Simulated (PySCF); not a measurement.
# [Lu(H2CO)]3+: a change of charge

How does [Lu(H2CO)]3+ respond at fixed geometry? The runs cover a change of charge. The structure is generated, not taken from experiment.

Computed with PySCF 2.14.0. Level: PBE0, Lu def2-SVP with ECP28, O def2-SVP, C def2-SVP, H def2-SVP; scalar-relativistic core potentials, no spin–orbit coupling.

1 further run of the same task is left out (for a known fault of the program).

## Step 1: Where the work starts

5 atoms, charge 3, spin multiplicity 1.

Bond lengths: Lu1–O2 1.971 Å, O2–C3 1.275 Å, C3–H4 1.114 Å, C3–H5 1.114 Å. Angles: Lu1–O2–C3 180.0°, O2–C3–H4 119.0°, O2–C3–H5 119.0°, H4–C3–H5 122.1°.

Coordinates:

```
Lu    0.00000    0.00000   -0.12454
O     0.00000    0.00000    1.84672
C     0.00000    0.00000    3.12215
H     0.97493    0.00000    3.66192
H    -0.97493    0.00000    3.66192
```

Formal oxidation states: Lu +3. An earlier session relaxed this geometry at PBE0, Lu def2-SVP with ECP28, O def2-SVP, C def2-SVP, H def2-SVP (singlet, point group C2v).

Its energy there is -1349.061897 Eh.

## Step 2: One electron removed, multiplicity 2

run.py (the lines that set the calculation)

```python
mol = gto.M(atom='''
Lu     0.00000     0.00000    -0.12454
O      0.00000     0.00000     1.84672
C      0.00000     0.00000     3.12215
H      0.97493     0.00000     3.66192
H     -0.97493     0.00000     3.66192''',
    basis={'Lu': 'def2-SVP', 'O': 'def2-SVP', 'C': 'def2-SVP', 'H': 'def2-SVP'},
    ecp={'Lu': 'def2-SVP'},
    charge=4, spin=1)
mf = dft.UKS(mol, xc='PBE0')
mf.grids.atom_grid = (50, 194)  # f atoms: unpruned, at least (60, 302)
mf = mf.density_fit()  # fitting sets: Lu def2-universal-JKFIT, O def2-universal-JKFIT, C def2-universal-JKFIT, H def2-universal-JKFIT
mf.conv_tol = 1e-08; mf.max_cycle = 55
mf.kernel(dm0)  # dm0: the density of the relaxed state
```

Launch:

```bash
$ OMP_NUM_THREADS=2 python run.py
```

What it wrote:

```text
init E= -1349.07172621075
  HOMO = -0.957511891653  LUMO = -0.946017781094  gap/eV = 0.31277
cycle= 1 E= -1347.96117229534  delta_E= 1.11  |g|= 0.291  |ddm|= 0.656
  HOMO = -1.39915020192  LUMO = -1.2543480209  gap/eV = 3.94027
cycle= 2 E= -1347.94793781636  delta_E= 0.0132  |g|=  0.4  |ddm|= 0.444
  HOMO = -1.33622609594  LUMO = -1.18230757709  gap/eV = 4.18834
cycle= 3 E= -1347.99964339091  delta_E= -0.0517  |g|= 0.137  |ddm|= 0.268
  HOMO = -1.32281003417  LUMO = -1.1647860604  gap/eV = 4.30005
cycle= 4 E= -1348.00785988572  delta_E= -0.00822  |g|= 0.0198  |ddm|= 0.103
  HOMO = -1.32153181169  LUMO = -1.15880664412  gap/eV = 4.42798
cycle= 5 E= -1348.00812939199  delta_E= -0.00027  |g|= 0.00567  |ddm|= 0.0201
  HOMO = -1.32215243314  LUMO = -1.15804376129  gap/eV = 4.46562
cycle= 6 E= -1348.00816494624  delta_E= -3.56e-05  |g|= 0.00465  |ddm|= 0.00867
  HOMO = -1.32218127003  LUMO = -1.15782944089  gap/eV = 4.47224
cycle= 7 E= -1348.0081740879  delta_E= -9.14e-06  |g|= 0.00303  |ddm|= 0.00364
  HOMO = -1.3221924259  LUMO = -1.15775713183  gap/eV = 4.47451
cycle= 8 E= -1348.00817698034  delta_E= -2.89e-06  |g|= 0.000942  |ddm|= 0.0022
  HOMO = -1.32213846698  LUMO = -1.15770986293  gap/eV = 4.47433
cycle= 9 E= -1348.00817768453  delta_E= -7.04e-07  |g|= 0.000142  |ddm|= 0.00139
  HOMO = -1.32211121928  LUMO = -1.15769499408  gap/eV = 4.47399
cycle= 10 E= -1348.00817771675  delta_E= -3.22e-08  |g|= 4.27e-05  |ddm|= 0.000318
  HOMO = -1.32210804977  LUMO = -1.15769353395  gap/eV = 4.47395
cycle= 11 E= -1348.00817771869  delta_E= -1.94e-09  |g|= 8.61e-06  |ddm|= 7.81e-05
  HOMO = -1.32210903187  LUMO = -1.15769375423  gap/eV = 4.47397
Extra cycle  E= -1348.00817771875  delta_E= -6.66e-11  |g|= 1.15e-05  |ddm|= 1.25e-05
converged SCF energy = -1348.00817771875  <S^2> = 0.75480735  2S+1 = 2.0048016
```

Run time: 12 s. Hardware: 2 threads of Intel Xeon at 2.50GHz (Skylake/Cascade Lake), shared host.

It gives: E = -1348.008178 Eh (+28.673 eV from the relaxed state), HOMO -35.98 eV, LUMO -31.50 eV (over both spins), ⟨S²⟩ = 0.755, Mulliken charge on Lu1 +2.76 e. 

## Step 3: One electron added, multiplicity 2

run.py (the lines that set the calculation): that of step 2 with these lines changed.

```diff
@@ -8,3 +8,3 @@
     ecp={'Lu': 'def2-SVP'},
-    charge=4, spin=1)
+    charge=2, spin=1)
 mf = dft.UKS(mol, xc='PBE0')
```

Launch:

```bash
$ OMP_NUM_THREADS=2 python run.py
```

What it wrote:

```text
init E= -1349.07104855723
  HOMO = -0.734419508477  LUMO = -0.731018986892  gap/eV = 0.09253
cycle= 1 E= -1349.6990142929  delta_E= -0.628  |g|= 0.176  |ddm|= 1.96
  HOMO = -0.543835992716  LUMO = -0.515197084342  gap/eV = 0.77930
cycle= 2 E= -1349.70396945073  delta_E= -0.00496  |g|= 0.353  |ddm|= 0.58
  HOMO = -0.561915806097  LUMO = -0.506749936115  gap/eV = 1.50114
cycle= 3 E= -1349.72023238145  delta_E= -0.0163  |g|= 0.051  |ddm|= 0.131
  HOMO = -0.579392408671  LUMO = -0.502179169151  gap/eV = 2.10108
cycle= 4 E= -1349.72121516235  delta_E= -0.000983  |g|= 0.011  |ddm|= 0.0769
  HOMO = -0.581950215848  LUMO = -0.506842176251  gap/eV = 2.04379
cycle= 5 E= -1349.72127422391  delta_E= -5.91e-05  |g|= 0.00667  |ddm|= 0.0225
  HOMO = -0.582552916854  LUMO = -0.50608240971  gap/eV = 2.08087
cycle= 6 E= -1349.72129374175  delta_E= -1.95e-05  |g|= 0.00353  |ddm|= 0.0106
  HOMO = -0.582588451684  LUMO = -0.505963453098  gap/eV = 2.08507
cycle= 7 E= -1349.72129899549  delta_E= -5.25e-06  |g|= 0.00125  |ddm|= 0.00471
  HOMO = -0.582618243844  LUMO = -0.506206095912  gap/eV = 2.07928
cycle= 8 E= -1349.72130116785  delta_E= -2.17e-06  |g|= 0.00032  |ddm|= 0.00568
  HOMO = -0.582668456049  LUMO = -0.506242286281  gap/eV = 2.07966
cycle= 9 E= -1349.72130197779  delta_E= -8.1e-07  |g|= 0.000157  |ddm|= 0.00456
  HOMO = -0.582678897797  LUMO = -0.506246840368  gap/eV = 2.07982
cycle= 10 E= -1349.72130221014  delta_E= -2.32e-07  |g|= 0.000105  |ddm|= 0.00223
  HOMO = -0.582682195742  LUMO = -0.506259743071  gap/eV = 2.07956
cycle= 11 E= -1349.72130232174  delta_E= -1.12e-07  |g|= 4.63e-05  |ddm|= 0.00212
  HOMO = -0.582679336722  LUMO = -0.506252342447  gap/eV = 2.07968
cycle= 12 E= -1349.72130233703  delta_E= -1.53e-08  |g|= 1.08e-05  |ddm|= 0.000929
  HOMO = -0.5826789185  LUMO = -0.50625443188  gap/eV = 2.07962
cycle= 13 E= -1349.72130233749  delta_E= -4.52e-10  |g|= 4.4e-06  |ddm|= 0.000133
  HOMO = -0.58267913605  LUMO = -0.506254958999  gap/eV = 2.07961
Extra cycle  E= -1349.72130233754  delta_E= -5.14e-11  |g|= 4.13e-06  |ddm|= 1.32e-05
converged SCF energy = -1349.72130233754  <S^2> = 0.75050363  2S+1 = 2.0005036
```

Wall time 15 s (2 threads of Intel Xeon at 2.50GHz (Skylake/Cascade Lake), shared host).

It gives: E = -1349.721302 Eh (-17.943 eV from the relaxed state), HOMO -15.86 eV, LUMO -13.85 eV (over both spins), ⟨S²⟩ = 0.751, Mulliken charge on Lu1 +1.60 e. 

## Step 4: Results

| state | energy from the relaxed state (eV) | ⟨S²⟩ | time |
| --- | --- | --- | --- |
| charge +3, singlet, vacuum (relaxed) | 0 | 0.00 |  |
| charge +2, doublet, vacuum | -17.94 | 0.75 | 15 s |
| charge +4, doublet, vacuum | 28.67 | 0.75 | 12 s |

An electron taken off or put on is at rest in vacuum. 

Removing an electron vertically costs 28.67 eV (doublet), against −HOMO = 25.90 eV. Adding an electron vertically releases 17.94 eV (doublet). These are double-zeta-type bases without diffuse functions. Spin–orbit coupling is left out.
